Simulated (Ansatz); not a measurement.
# C₂H₇FSi: one species, many methods

The task here is to estimate one member of a computed series from the others.

Program: Ansatz 0.2.0, Gaussian basis. Level of theory: functionals in def2-TZVPP, the program's frozen cores in correlated methods. These are calculated values, not measurements.

Levels to be run: LDA (SPW92), PBE-D4, revPBE-D4, BLYP-D4, r2SCAN-D4, B97M-V, PBE0-D4, B3LYP-D4, r2SCANh-D4, r2SCAN0-D4, HSE06-D4, BHLYP-D4, CAM-B3LYP-D4, LC-ωPBE, ωB97X-V, ωB97M-V, B2PLYP, PBE-QIDH; CCSD(T)/def2-SVP; CCSD(T)/def2-TZVPP; MP2/def2-QZVPP; extrapolation to the limit; RPA on PBE.

## The relaxed structure

All runs share one geometry, relaxed beforehand with PBE0-D4 in a triple-zeta def2 set.

SMILES `CC(F)[SiH3]`, 11 atoms, charge 0, spin multiplicity 1.

Atoms are counted from 1 here; the program's logs count them from 0.

Bond lengths: C1–C2 1.510 Å, C1–H5 1.092 Å, C1–H6 1.093 Å, C1–H7 1.093 Å, C2–F3 1.402 Å, C2–Si4 1.902 Å, C2–H8 1.097 Å, Si4–H9 1.488 Å, Si4–H10 1.486 Å, Si4–H11 1.484 Å. Angles: C2–C1–H5 111.2°, C2–C1–H6 110.5°, C2–C1–H7 110.1°, H5–C1–H6 108.4°, H5–C1–H7 108.3°, H6–C1–H7 108.2°, C1–C2–F3 108.9°, C1–C2–Si4 114.3°, C1–C2–H8 109.8°, F3–C2–Si4 107.7°, F3–C2–H8 106.4°, Si4–C2–H8 109.4°, C2–Si4–H9 108.7°, C2–Si4–H10 109.3°, C2–Si4–H11 110.1°, H9–Si4–H10 109.3°, H9–Si4–H11 109.4°, H10–Si4–H11 110.0°.

Set-up of the first run:

The input, in.yaml:

```yaml
crystal:
  periodic: [false, false, false]
  atoms:
    - {symbol: C, position_ang: [-0.793105, 1.168938, 0.050921]}
    - {symbol: C, position_ang: [-0.555564, -0.308173, 0.251931]}
    - {symbol: F, position_ang: [-1.447763, -1.027027, -0.556506]}
    - {symbol: Si, position_ang: [1.206266, -0.881792, -0.177101]}
    - {symbol: H, position_ang: [-0.578286, 1.467046, -0.977730]}
    - {symbol: H, position_ang: [-1.831984, 1.423788, 0.274479]}
    - {symbol: H, position_ang: [-0.148329, 1.747768, 0.717396]}
    - {symbol: H, position_ang: [-0.786940, -0.583773, 1.288360]}
    - {symbol: H, position_ang: [2.166024, -0.193642, 0.728650]}
    - {symbol: H, position_ang: [1.512430, -0.519708, -1.585186]}
    - {symbol: H, position_ang: [1.322650, -2.350426, 0.005387]}
basis:
  gaussian: {orbitals: def2-TZVPP}
hamiltonian: {xc: lda}
output: {orbitals: {seedname: orbitals}}
```

Run with:

```console
ansatz run in.yaml --threads 2 --pin off --events-out ev --progress --plain --max-ram 4352MiB
```

Among the steps run: LDA; PBE-D4 (GGA); revPBE-D4 (GGA); BLYP-D4 (GGA); r2SCAN-D4 (meta-GGA); B97M-V (meta-GGA); B3LYP-D4 (hybrid); r2SCANh-D4 (hybrid); r2SCAN0-D4 (hybrid); HSE06-D4 (hybrid); BHLYP-D4 (hybrid); CAM-B3LYP-D4 (range-separated); LC-ωPBE (range-separated); ωB97X-V (range-separated); ωB97M-V (range-separated); B2PLYP (double hybrid); PBE-QIDH (double hybrid).

One of the session's tables, all rows but one given; the rest of the session is left out.

It belongs to the step «Orbital energies across the functionals». 

```
  functional  HOMO (eV)  LUMO (eV)  gap (eV)
 LDA (SPW92)      -7.01      -0.49      6.52
      PBE-D4      -6.90      -0.26      6.64
   revPBE-D4      -6.85      -0.16      6.69
     BLYP-D4      -6.83      -0.18      6.65
   r2SCAN-D4      -7.20       0.21      7.41
      B97M-V      -7.37      -0.15      7.22
     PBE0-D4      -8.34       0.55      8.89
    B3LYP-D4          ?          ?         ?
  r2SCANh-D4      -7.74       0.48      8.21
  r2SCAN0-D4      -8.54       0.86      9.40
    HSE06-D4      -7.94       0.18      8.12
    BHLYP-D4      -9.73       1.28     11.01
CAM-B3LYP-D4      -9.77       1.43     11.21
     LC-ωPBE     -11.07       2.62     13.70
     ωB97X-V     -10.75       2.47     13.22
     ωB97M-V     -10.63       2.10     12.73
```

**Question.** Estimate the row for B3LYP-D4.

Worked estimate for «HOMO (eV)». Against the share of exact exchange, BLYP-D4 (0, -6.83), BHLYP-D4 (0.5, -9.73) give a slope of -5.80 per unit share; at 0.2 the line stands at -7.99.

The run gave: HOMO (eV): -8.15; LUMO (eV): 0.30; gap (eV): 8.45. In «HOMO (eV)» the line misses by +0.16.
